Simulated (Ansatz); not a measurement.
# Ba4Ta2O9: the cost of one run

Computed with Ansatz 0.2.0 (DFT, PBE, plane-wave PAW, default files, scalar-relativistic, as far as a step names no other, unless a step's input says otherwise).

1 further run of the same task is left out (it didn't finish).

### 1 The structure to begin with

Symmetry: P-3c1, No. 165, trigonal system. The conventional cell has a = 6.265 Å, b = 6.265 Å, c = 15.931 Å, α = 90.00°, β = 90.00°, γ = 120.00°. Around Ba (site symmetry 3) lie 6 O at 2.66 to 2.97 Å. Ba (site symmetry 3) has 6 O at 2.56 to 2.74 Å as nearest neighbours. Ta (site symmetry 3) is surrounded by 6 O at 1.95 to 2.14 Å. Around O (site symmetry 2) lie 2 Ta at 2.14 Å and 2 Ba at 2.56 Å. Around O (site symmetry 1) lie 1 Ta at 1.95 Å and 2 Ba at 2.66 to 2.74 Å.

As a file:

```
Ba Ta O
1.0
     6.26483    0.00000    0.00000
    -3.13241    5.42550    0.00000
     0.00000    0.00000   15.93120
Ba Ta O
8 4 18
Direct
  0.33333 0.66667 0.53217
  0.33333 0.66667 0.79472
  0.33333 0.66667 0.29472
  0.33333 0.66667 0.03217
  0.66667 0.33333 0.70528
  0.66667 0.33333 0.20528
  0.66667 0.33333 0.96783
  0.66667 0.33333 0.46783
  0.00000 0.00000 0.65254
  0.00000 0.00000 0.84746
  0.00000 0.00000 0.15254
  0.00000 0.00000 0.34746
  0.00000 0.76495 0.25000
  0.03634 0.74230 0.90246
  0.25771 0.96366 0.40246
  0.03634 0.29404 0.40246
  0.00000 0.23505 0.75000
  0.23505 0.23505 0.25000
  0.25771 0.29404 0.90246
  0.70596 0.96366 0.90246
  0.29404 0.25771 0.59754
  0.23505 0.00000 0.75000
  0.70596 0.74230 0.40246
  0.29404 0.03634 0.09754
  0.74230 0.70596 0.09754
  0.76495 0.76495 0.75000
  0.96366 0.70596 0.59754
  0.74230 0.03634 0.59754
  0.76495 0.00000 0.25000
  0.96366 0.25771 0.09754
```

### 2 Gradients at the starting positions

Contents of input.yaml:

```yaml
crystal:
  lattice:
    - [6.2648264622, 0.0, 0.0]
    - [-3.1324132311, 5.4254988666, 0.0]
    - [0.0, 0.0, 15.931202]
  atoms:
    - { symbol: Ba, position: [0.3333333333, 0.6666666667, 0.532174] }
    - { symbol: Ba, position: [0.3333333333, 0.6666666667, 0.794718] }
    - { symbol: Ba, position: [0.3333333333, 0.6666666667, 0.294718] }
    - { symbol: Ba, position: [0.3333333333, 0.6666666667, 0.032174] }
    - { symbol: Ba, position: [0.6666666667, 0.3333333333, 0.705282] }
    - { symbol: Ba, position: [0.6666666667, 0.3333333333, 0.205282] }
    - { symbol: Ba, position: [0.6666666667, 0.3333333333, 0.967826] }
    - { symbol: Ba, position: [0.6666666667, 0.3333333333, 0.467826] }
    - { symbol: Ta, position: [0.0, 0.0, 0.652538] }
    - { symbol: Ta, position: [0.0, 0.0, 0.847462] }
    - { symbol: Ta, position: [0.0, 0.0, 0.152538] }
    - { symbol: Ta, position: [0.0, 0.0, 0.347462] }
    - { symbol: O, position: [0.0, 0.764949, 0.25] }
    - { symbol: O, position: [0.036337, 0.742295, 0.902459] }
    - { symbol: O, position: [0.257705, 0.963663, 0.402459] }
    - { symbol: O, position: [0.036337, 0.294042, 0.402459] }
    - { symbol: O, position: [0.0, 0.235051, 0.75] }
    - { symbol: O, position: [0.235051, 0.235051, 0.25] }
    - { symbol: O, position: [0.257705, 0.294042, 0.902459] }
    - { symbol: O, position: [0.705958, 0.963663, 0.902459] }
    - { symbol: O, position: [0.294042, 0.257705, 0.597541] }
    - { symbol: O, position: [0.235051, 0.0, 0.75] }
    - { symbol: O, position: [0.705958, 0.742295, 0.402459] }
    - { symbol: O, position: [0.294042, 0.036337, 0.097541] }
    - { symbol: O, position: [0.742295, 0.705958, 0.097541] }
    - { symbol: O, position: [0.764949, 0.764949, 0.75] }
    - { symbol: O, position: [0.963663, 0.705958, 0.597541] }
    - { symbol: O, position: [0.742295, 0.036337, 0.597541] }
    - { symbol: O, position: [0.764949, 0.0, 0.25] }
    - { symbol: O, position: [0.963663, 0.257705, 0.097541] }
kpoints:
  mp_grid: { grid: [4, 4, 2] }
scf:
  occupations: { method: fermi_dirac, width: 0.02 }
hamiltonian:
  xc: pbe
  pseudopotentials: { kind: paw }
output:
  forces: true
  stress: true
  populations: true
  efg:
    quadrupole_moments_barn: { Ba: 0.236, Ta: 3.17, O: -0.02558 }
    contact_densities: true
```

Run with:

```
> ansatz run input.yaml --threads 1 --pin off --max-ram 2560MiB --backend cpu --events-out ev --progress --plain --runs-dir out
```

What time and memory should one allow on 1 thread of Arm Neoverse V2, shared host?

About 65 s, with a peak of 1.2 GiB.
